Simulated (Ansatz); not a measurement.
**CrSi (quintet): the correlation ladder, def2-TZVPP**

The task here is to estimate one member of a computed series from the others.

Method: def2-TZVPP, core rule «outside noble gas», up to 14 orbitals frozen; program: Ansatz 0.2.0, Gaussian basis.

The runs, in order: UHF; CCSD(T) on ROHF; CCSD(T) on UHF; CCSDT(Q) on ROHF; CCSDT(Q) on UHF; CASSCF and MRCISD+Q, 10 electrons in 10 orbitals; CASSCF and NEVPT2, 10 electrons in 10 orbitals.

17 further runs of the same task are left out: 11 for a known fault of the program, 6 set aside as unsound or not needed.

### The system

The geometry is a PBE0/def2-TZVP stationary point (not a proven minimum) of the parent state, kept for this charge and spin.

2 atoms, charge 0, spin multiplicity 5.

Atoms are counted from 1 here; the program's logs count them from 0.

Bond lengths: Cr1–Si2 2.318 Å.

The first run:

in.yaml reads:

```yaml
crystal:
  periodic: [false, false, false]
  atoms:
    - {symbol: Cr, position_ang: [0.000000, 0.000000, 0.000000]}
    - {symbol: Si, position_ang: [0.000000, 0.000000, 2.318000]}
basis:
  gaussian: {orbitals: def2-TZVPP}
magnetization: {spin_polarized: true, initial_magnetization: 4}
hamiltonian: {xc: hf}
output: {orbitals: {seedname: orbitals}}
```

On the command line:

```sh
$ ansatz run in.yaml --threads 1 --pin off --events-out ev --progress --plain --max-ram 4096MiB --backend cpu
```

Among the steps run: UHF; CCSD(T) on ROHF; CCSD(T) on UHF; CCSDT(Q) on ROHF; CCSDT(Q) on UHF; CASSCF and MRCISD+Q, 10 electrons in 10 orbitals; CASSCF and NEVPT2, 10 electrons in 10 orbitals.

One of the session's tables, all rows but one given; the rest of the session is left out.

It belongs to the step «Misses and costs». 

```
          method  from RCCSDT(Q) (kJ/mol)
            ROHF                   +825.3
            RMP2                   +274.4
            UMP2                        ?
           RCCSD                    +81.7
           UCCSD                    +57.1
        RCCSD(T)                    +17.0
        UCCSD(T)                    +19.7
          RCCSDT                    +16.6
          UCCSDT                     +9.3
       RCCSDT(Q)                        0
       UCCSDT(Q)                     +2.6
  CASSCF valence                   +557.6
  NEVPT2 valence                   +127.7
  MRCISD valence                    +70.1
MRCISD+Q valence                    +18.9
```

Q: Estimate the row for UMP2 from the others.

The run gave: from RCCSDT(Q) (kJ/mol): +143.4. In the column «from RCCSDT(Q) (kJ/mol)» it lies between NEVPT2 valence (+127.7) and RMP2 (+274.4).

Left out of the table: UHF (another determinant or state than the rows shown).

To keep in mind: The determinant is far from a pure spin state, so its energy mixes those of several spin states (harmless only where they are near-degenerate, as at dissociation). Warnings: spin contamination; coupled cluster took another determinant than the lowest; large T1 diagnostic. Restricted and unrestricted rows rest on different reference determinants; where their highest levels disagree by more than a few hundredths of an eV, they describe different states and don't form one ladder.
